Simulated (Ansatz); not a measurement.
**CH3B2Cl (SMILES BC=BCl): functionals against CCSD(T) at one geometry**

One table from this session's results is given with a row withheld; the runs are named, their logs left out.

Computed with Ansatz 0.2.0, Gaussian basis. Level: single points in def2-TZVPP.

Correlated methods freeze the cores.

### The starting structure

7 atoms, charge 0, spin multiplicity 1.

Atoms are counted from 1 here; the program's logs count them from 0.

Bond lengths: B1–C2 1.621 Å, B1–H5 1.037 Å, B1–H6 1.205 Å, C2–B3 1.511 Å, C2–H7 0.718 Å, B3–Cl4 1.553 Å. Angles: C2–B1–H5 121.9°, C2–B1–H6 111.1°, H5–B1–H6 126.8°, B1–C2–B3 114.5°, B1–C2–H7 121.2°, B3–C2–H7 123.9°, C2–B3–Cl4 169.7°.

Coordinates:

```mol
CH3B2Cl
  3D, bonds by distance, orders not assigned

  7  6  0  0  0  0  0  0  0  0999 V2000
   -0.2881    1.0188   -0.5221 B   0  0
    0.2535    0.0486    0.6588 C   0  0
    0.2021   -1.4258    0.3301 B   0  0
    0.2524   -2.8639   -0.2547 Cl  0  0
   -0.4360    0.6751   -1.4888 H   0  0
   -0.3863    2.1572   -0.1384 H   0  0
    0.4192    0.3086    1.3067 H   0  0
  1  2  8  0
  1  5  8  0
  1  6  8  0
  2  3  8  0
  2  7  8  0
  3  4  8  0
M  END
```

Set-up of the first run:

Input file run/in.yaml:

```yaml
crystal:
  periodic: [false, false, false]
  atoms:
    - {symbol: B, position_ang: [-0.288100, 1.018800, -0.522100]}
    - {symbol: C, position_ang: [0.253500, 0.048600, 0.658800]}
    - {symbol: B, position_ang: [0.202100, -1.425800, 0.330100]}
    - {symbol: Cl, position_ang: [0.252400, -2.863900, -0.254700]}
    - {symbol: H, position_ang: [-0.436000, 0.675100, -1.488800]}
    - {symbol: H, position_ang: [-0.386300, 2.157200, -0.138400]}
    - {symbol: H, position_ang: [0.419200, 0.308600, 1.306700]}
basis:
  gaussian: {orbitals: def2-TZVPP}
correlation: {method: ccsd_t}
output: {forces: true}
```

No record of the launch command was kept for these runs.

Steps of the session up to this table: CCSD(T)/def2-TZVPP; PBE0-D4/def2-TZVPP; wB97M-V/def2-TZVPP; r2SCAN-D4/def2-TZVPP; PBE-D4/def2-TZVPP; revPBE-D4/def2-TZVPP; LC-wPBE/def2-TZVPP.

One of the session's tables, all rows but one given; the rest of the session is left out.

```
   method  RMS force component (eV/Å)  angle to CCSD(T) forces (°)  dipole (D)
  CCSD(T)                      13.841                    reference        3.29
  PBE0-D4                      13.854                          0.6        3.36
  wB97M-V                           ?                            ?           ?
r2SCAN-D4                      13.780                          0.5        3.34
   PBE-D4                      13.776                          0.5        3.36
revPBE-D4                      13.783                          0.4        3.35
  LC-wPBE                      13.917                          0.9        3.41
```

**Question.** Estimate the row for wB97M-V.

**Answer.** RMS force component (eV/Å): 13.776; angle to CCSD(T) forces (°): 0.5; dipole (D): 3.50.
